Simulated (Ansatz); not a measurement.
# Cl3H4OPZr: the cost of one run

Method: RKS BLYP-D4/def2-SVP, in Ansatz 0.2.0.

### 1 The system as given

Bond lengths: Zr1–O2 2.420 Å, O2–H3 1.010 Å, Zr1–Cl4 2.520 Å, Zr1–Cl5 2.518 Å, Zr1–Cl6 2.518 Å, Zr1–P7 2.870 Å, P7–H8 1.420 Å, P7–H9 1.420 Å. Angles: Zr1–O2–H3 109.5°, O2–Zr1–Cl4 109.5°, O2–Zr1–Cl5 109.5°, O2–Zr1–Cl6 109.5°, O2–Zr1–P7 71.6°, Cl4–Zr1–Cl5 109.5°, Cl4–Zr1–Cl6 109.5°, Cl4–Zr1–P7 67.2°, Cl5–Zr1–Cl6 109.5°, Cl5–Zr1–P7 176.6°, Cl6–Zr1–P7 72.8°, Zr1–P7–H8 109.5°, Zr1–P7–H9 109.5°, H8–P7–H9 109.4°.

Coordinates:

```xyz
10

Zr    0.0000    0.0000    0.0000
O     0.0000    0.0000    2.4200
H    -0.9095   -0.2814    2.7571
Cl    2.3764    0.0000   -0.8392
Cl   -1.1869    2.0563   -0.8392
Cl   -1.1869   -2.0563   -0.8392
P     1.4979   -2.2747    0.9050
H     0.7017   -3.4444    0.7861
H     2.6682   -2.4171    0.1133
H     0.7549   -1.1463    2.1706
```

### 2 Pulling towards end A

Springs on the bonds that form and break draw the guess towards this end; the thresholds are loose.

input.yaml reads:

```yaml
crystal:
  periodic: [false, false, false]
  atoms:
    - { symbol: Zr, position_ang: [0.0, 0.0, 0.0] }
    - { symbol: O, position_ang: [0.0, 0.0, 2.42] }
    - { symbol: H, position_ang: [-0.9095, -0.2814, 2.7571] }
    - { symbol: Cl, position_ang: [2.3764, 0.0, -0.8392] }
    - { symbol: Cl, position_ang: [-1.1869, 2.0563, -0.8392] }
    - { symbol: Cl, position_ang: [-1.1869, -2.0563, -0.8392] }
    - { symbol: P, position_ang: [1.4979, -2.2747, 0.905] }
    - { symbol: H, position_ang: [0.7017, -3.4444, 0.7861] }
    - { symbol: H, position_ang: [2.6682, -2.4171, 0.1133] }
    - { symbol: H, position_ang: [0.7549, -1.1463, 2.1706] }
basis:
  gaussian: { orbitals: def2-SVP }
hamiltonian:
  xc: blyp
  dispersion: d4
relax:
  f_tol: 0.15
  max_steps: 25
  restrain:
    - { distance: [0, 6], at: 3.77, k: 30.0 }
    - { distance: [9, 1], at: 2.21, k: 30.0 }
    - { distance: [0, 1], at: 2.07, k: 30.0 }
    - { distance: [9, 6], at: 1.42, k: 30.0 }
output:
  orbitals: {}
```

Run with:

```sh
$ ansatz run input.yaml --threads 4 --pin off --max-ram 5120MiB --backend cpu --events-out ev --progress --plain --runs-dir out
```

**Question.** How long does this run take on 4 threads of Intel Xeon at 2.80GHz (Skylake/Cascade Lake), shared host, and how much memory does it need?

About 32 s, with a peak of 0.24 GiB.
